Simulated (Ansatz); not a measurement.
# CdH2O2: where the electrons are

For CdH2O2 at its listed geometry, this session asks how the density differs from that of free atoms, which states sit where, how compression changes the bonding charge and how charge passes between sublattices.

Method: DFT r2SCAN, scalar-relativistic, plane waves, PAW, in Ansatz 0.2.0.

## (1) The starting structure

It takes space group Cm (No. 8, monoclinic). The conventional cell has a = 6.530 Å, b = 10.223 Å, c = 3.404 Å, α = 90.00°, β = 119.88°, γ = 90.00°. Around Cd (site symmetry 1) lie 6 O at 2.25 to 2.44 Å and 2 H at 2.50 Å. H (site symmetry 1) is surrounded by 1 O at 0.87 Å. H (site symmetry m) is surrounded by 1 O at 1.11 Å. H (site symmetry m) has 1 O at 1.06 Å as nearest neighbours. O (site symmetry m) has 4 Cd at 2.36 to 2.44 Å as nearest neighbours. O (site symmetry 1) has 1 H at 0.87 Å as nearest neighbours. O (site symmetry m) is surrounded by 2 H at 1.06 to 1.11 Å.

Structure file:

```
CELL_PARAMETERS angstrom
-1.69605 0.00000 2.95138
-4.83428 0.00000 -2.95138
3.26517 -5.11150 0.00000
ATOMIC_POSITIONS crystal
Cd 0.15254 0.15254 0.30508
Cd 0.84746 0.84746 0.69492
H 0.83200 0.33200 0.66400
H 0.16800 0.66800 0.33600
H 0.83200 0.50000 0.00000
H 0.25000 0.66600 0.00000
O 0.48900 0.11500 0.00000
O 0.77460 0.15860 0.55920
O 0.21540 0.59940 0.44080
O 0.94200 0.68700 0.00000
```

The structure comes from the Crystallography Open Database.

## (2) Ground state at the listed geometry

Input file input.yaml:

```yaml
crystal:
  lattice:
    - [-1.6960526482, 0.0, 2.9513761899]
    - [-4.834281186, 0.0, -2.9513761899]
    - [3.2651669171, -5.1115, 0.0]
  atoms:
    - { symbol: Cd, position: [0.15254, 0.15254, 0.30508] }
    - { symbol: Cd, position: [0.84746, 0.84746, 0.69492] }
    - { symbol: H, position: [0.832, 0.332, 0.664] }
    - { symbol: H, position: [0.168, 0.668, 0.336] }
    - { symbol: H, position: [0.832, 0.5, 0.0] }
    - { symbol: H, position: [0.25, 0.666, 0.0] }
    - { symbol: O, position: [0.489, 0.115, 0.0] }
    - { symbol: O, position: [0.7746, 0.1586, 0.5592] }
    - { symbol: O, position: [0.2154, 0.5994, 0.4408] }
    - { symbol: O, position: [0.942, 0.687, 0.0] }
basis:
  ecutwfc: 500
  fft_grid_basis: typed
kpoints:
  mp_grid: { grid: [8, 8, 8] }
hamiltonian:
  xc: r2scan
  pseudopotentials: { kind: paw }
scf:
  occupations: { method: gaussian, width: 0.05 }
output:
  forces: true
  stress: true
  eigenvalues: true
  bader: true
  write_density: true
  volumetric_format: npy
  elf: true
```

Run with:

```sh
$ ansatz run input.yaml --threads 2 --pin off --max-ram 4096MiB --backend cpu --events-out ev --progress --plain --runs-dir out
```

## (4) Densities by energy window

The windows are set from the levels of the base run, in eV from its Fermi level.

input.yaml, as its differences from that of step 2:

```diff
@@ -26,9 +26,28 @@
   occupations: { method: gaussian, width: 0.05 }
+  n_extra_bands: 10
 output:
   forces: true
-  stress: true
+  stress: false
   eigenvalues: true
-  bader: true
-  write_density: true
+  bader: false
+  write_density: false
   volumetric_format: npy
-  elf: true
+  band_densities:
+    - { e_range: [-0.83, -0.22] }
+    - { e_range: [0.22, 0.83] }
+    - { e_range: [-4.9, -3.33] }
+    - { e_range: [-3.33, -1.78] }
+    - { e_range: [-4.91, -0.2] }
+    - { e_range: [-9.36, -5.27] }
+    - { e_range: [-10.69, -9.88] }
+  dos:
+    e_range: [-30, 8]
+    de: 0.02
+    method: { smearing: { sigma: 0.03, scheme: gaussian } }
+    projected: { site_lists: { Cd: [Cd], H: [H], O: [O] } }
+checkpoint:
+  read: start.run
+  write: ck
+  compress: false
+  write_wavefunctions: false
+  write_every: 100000
```

## (5) The cell at 94 % of its volume

Fractional coordinates and the k mesh are kept.

input.yaml, as its differences from that of step 2:

```diff
@@ -2,5 +2,5 @@
   lattice:
-    - [-1.6960526482, 0.0, 2.9513761899]
-    - [-4.834281186, 0.0, -2.9513761899]
-    - [3.2651669171, -5.1115, 0.0]
+    - [-1.6614296138, 0.0, 2.8911271172]
+    - [-4.7355946954, 0.0, -2.8911271172]
+    - [3.1985121546, -5.0071543947, 0.0]
   atoms:
```

## (6) The crystal without its H atoms

The atoms left keep their places in the same cell.

Input file input.yaml:

```yaml
crystal:
  lattice:
    - [-1.6960526482, 0.0, 2.9513761899]
    - [-4.834281186, 0.0, -2.9513761899]
    - [3.2651669171, -5.1115, 0.0]
  atoms:
    - { symbol: Cd, position: [0.15254, 0.15254, 0.30508] }
    - { symbol: Cd, position: [0.84746, 0.84746, 0.69492] }
    - { symbol: O, position: [0.489, 0.115, 0.0], spin: 1.0 }
    - { symbol: O, position: [0.7746, 0.1586, 0.5592], spin: 1.0 }
    - { symbol: O, position: [0.2154, 0.5994, 0.4408], spin: 1.0 }
    - { symbol: O, position: [0.942, 0.687, 0.0], spin: 1.0 }
magnetization:
  spin_polarized: true
basis:
  ecutwfc: 500
  fft_grid_basis: typed
kpoints:
  mp_grid: { grid: [8, 8, 8] }
hamiltonian:
  xc: r2scan
  pseudopotentials: { kind: paw }
scf:
  occupations: { method: gaussian, width: 0.1 }
output:
  forces: true
  stress: true
  eigenvalues: true
  bader: true
  write_density: true
  volumetric_format: npy
  populations: true
```

## (7) The H sublattice alone

The atoms left keep their places in the same cell.

Input file input.yaml:

```yaml
crystal:
  lattice:
    - [-1.6960526482, 0.0, 2.9513761899]
    - [-4.834281186, 0.0, -2.9513761899]
    - [3.2651669171, -5.1115, 0.0]
  atoms:
    - { symbol: H, position: [0.832, 0.332, 0.664], spin: 1.0 }
    - { symbol: H, position: [0.168, 0.668, 0.336], spin: 1.0 }
    - { symbol: H, position: [0.832, 0.5, 0.0], spin: 1.0 }
    - { symbol: H, position: [0.25, 0.666, 0.0], spin: 1.0 }
magnetization:
  spin_polarized: true
basis:
  ecutwfc: 500
  fft_grid_basis: typed
kpoints:
  mp_grid: { grid: [8, 8, 8] }
hamiltonian:
  xc: r2scan
  pseudopotentials: { kind: paw }
scf:
  occupations: { method: gaussian, width: 0.1 }
output:
  forces: true
  stress: true
  eigenvalues: true
  bader: true
  write_density: true
  volumetric_format: npy
  populations: true
```

(Steps that only read results are left out.)

Before running it: what results should come out? Wanted: gap on the mesh; pressure; Bader charges; the top of the valence band; the bottom of the conduction band; at 94 % volume.

As calculated:

| quantity | value |
| --- | --- |
| gap on the mesh | 0.46 eV |
| pressure | 5.0 GPa |
| Bader charges | Cd +1.30, H +0.57 to +0.58, O -1.25 to -1.16 e |
| the top of the valence band | O 2p (90 %) |
| the bottom of the conduction band | Cd 5s (35 %), H 1s (25 %) and O 2s (25 %) |
| at 94 % volume | 14.0 GPa, gap 0.57 eV, Bader Cd +1.31, H +0.58, O -1.26 to -1.17 e |

**Reading.** H–O (0.87 Å): Δρ is +0.55 e/Å³ at the midpoint. Cd–O (2.25 Å): Δρ is −0.02 e/Å³ at the midpoint, so little bond charge builds up halfway. H–O goes from 0.87 to 0.85 Å with the volume, and the deformation density at its midpoint from +0.55 to +0.6 e/Å³.

These are semilocal Kohn-Sham gaps, which aren't the measured quantity. Such gaps usually fall short of the measured ones.
